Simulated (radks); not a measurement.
**Gd⁻ inside a hard spherical wall**

One table from this session's results is given with a row withheld; the runs are named, their logs left out.

Method: scalar-relativistic Kohn-Sham, r2SCAN, spin-polarised, spherical densities, finite nucleus; open shells are filled with parallel spins first. Code: radks (a radial shooting solver on a logarithmic mesh, Libxc functionals) version 1.

### Starting point

| Quantity | Value |
| --- | --- |
| element | gadolinium (Z = 64) |
| charge | -1 |
| electrons | 65 |
| configuration | [Xe] 4f7 5d2 6s2 |
| nuclear rms radius | 5.1569 fm |

The outer shells:

Gd⁻
```
[Xe] core
4f [↑ ][↑ ][↑ ][↑ ][↑ ][↑ ][↑ ]
5d [↑ ][↑ ][  ][  ][  ]
6s [↑↓]
```

Set-up of the first run:

The run's settings:

```text
Z 64
configuration [Xe] 4f7 5d2 6s2 6p0 7s0 5f0
relativity scalar-relativistic
functional r2scan,r2scan
spin polarised
nucleus finite rms 5.1569 fm
wall 10 bohr
c 137.035999084
```

Among the steps run: Wall at 10 bohr; Wall at 8 bohr; Wall at 7 bohr; Wall at 6 bohr; Wall at 5 bohr; Wall at 4 bohr; Wall at 3.5 bohr; Wall at 2 bohr; Wall at 1.5 bohr.

One of the session's tables, all rows but one given; the rest of the session is left out.

```
R (bohr)  E − E(widest) (eV)  ε(5d) (eV)  ε(6p, empty) (eV)  ε(7s, empty) (eV)  ε(5f, empty) (eV)
      10               0.000       2.835              3.146              6.443              8.000
       8                   ?           ?                  ?                  ?                  ?
       7               2.767       5.119              6.358             15.928             14.282
       6               6.178       6.885              9.371             24.162             18.678
       5              14.280       9.914             15.453             39.794             25.852
       4              37.489      16.057             29.745             73.673             38.975
     3.5              66.675      22.121             44.721             106.78             50.483
       2              739.47      107.10             251.25             504.09             173.12
     1.5              2365.1      260.64             587.72             1096.5             345.72
```

Q: Estimate the row for R (bohr) = 8 from the others.

Worked estimate for «E − E(widest) (eV)». A straight line through the neighbours (10, 0.000) and (7, 2.767) gives 0.000 + (2.767 − 0.000) × (8 − 10) / (7 − 10) = 1.845; a parabola fitted to 3 rows on both sides gives 0.600.

The run gave: E − E(widest) (eV): 1.183; ε(5d) (eV): 4.015; ε(6p, empty) (eV): 4.710; ε(7s, empty) (eV): 11.191; ε(5f, empty) (eV): 11.404. In «E − E(widest) (eV)» the line misses by +0.662 and the parabola by -0.583.

In words: Eigenvalues are for spin up. From R = 10 bohr inwards the highest occupied level lies above zero, in an anion first from self-interaction, then from the wall. Shells are not refilled when levels cross, and a hard wall is a model, not a crystal.
